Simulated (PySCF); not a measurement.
# CH4BeO: the cost of one run

Programs: PySCF 2.14.0. All values are calculated, for the isolated system unless a continuum is named. Atoms count from 0, parts from 1.

## (1) Starting point

Each species was relaxed by itself at PBE0-D3(BJ)/def2-SVPD.

## (2) Reaction energy: wB97M-D3(BJ)/def2-TZVPD

Job settings and geometry (Å):

```
{"job": {"kind": "react", "xc": "wB97M-D3(BJ)", "basis": "def2-TZVPD"}, "charge": 0, "multiplicity": 1}
-1 CH4BeS charge 0 multiplicity 1
C      0.509590     0.339070    -0.931270
Be    -0.394180     0.053490     0.444660
S     -1.460590    -0.229080     2.012690
H      1.557220     0.599860    -0.704330
H      0.537990    -0.535350    -1.603830
H      0.100760     1.174190    -1.526370
H     -0.850850    -1.402120     2.308400

-1 H2O charge 0 multiplicity 1
O      0.001520     0.389370    -0.004780
H     -0.763650    -0.191690     0.002190
H      0.762140    -0.197640     0.002570

+1 CH4BeO charge 0 multiplicity 1
C      0.067790     0.406700    -0.989640
Be    -0.045070    -0.223010     0.556970
O     -0.144040    -0.745350     1.849680
H      1.063260     0.834790    -1.195390
H     -0.111700    -0.355780    -1.766120
H     -0.662720     1.213490    -1.168560
H     -0.166420    -1.130910     2.712380

+1 H2S charge 0 multiplicity 1
S     -0.003800     0.615400    -0.004700
H     -0.982660    -0.314230     0.003160
H      0.967100    -0.322520     0.003240
```

Level: wB97M-D3(BJ)/def2-TZVPD reaction energy of separated species, gas phase.

The run is started by

```
$ OMP_NUM_THREADS=1 python cluster_run.py task.json out
```

The driver reads the jobs from task.json and runs them one after another.

**Question.** How long does this first job take on 1 thread of Arm Neoverse V1, shared host, and how much memory does it need?

About 17 s, with a peak of 0.54 GiB.
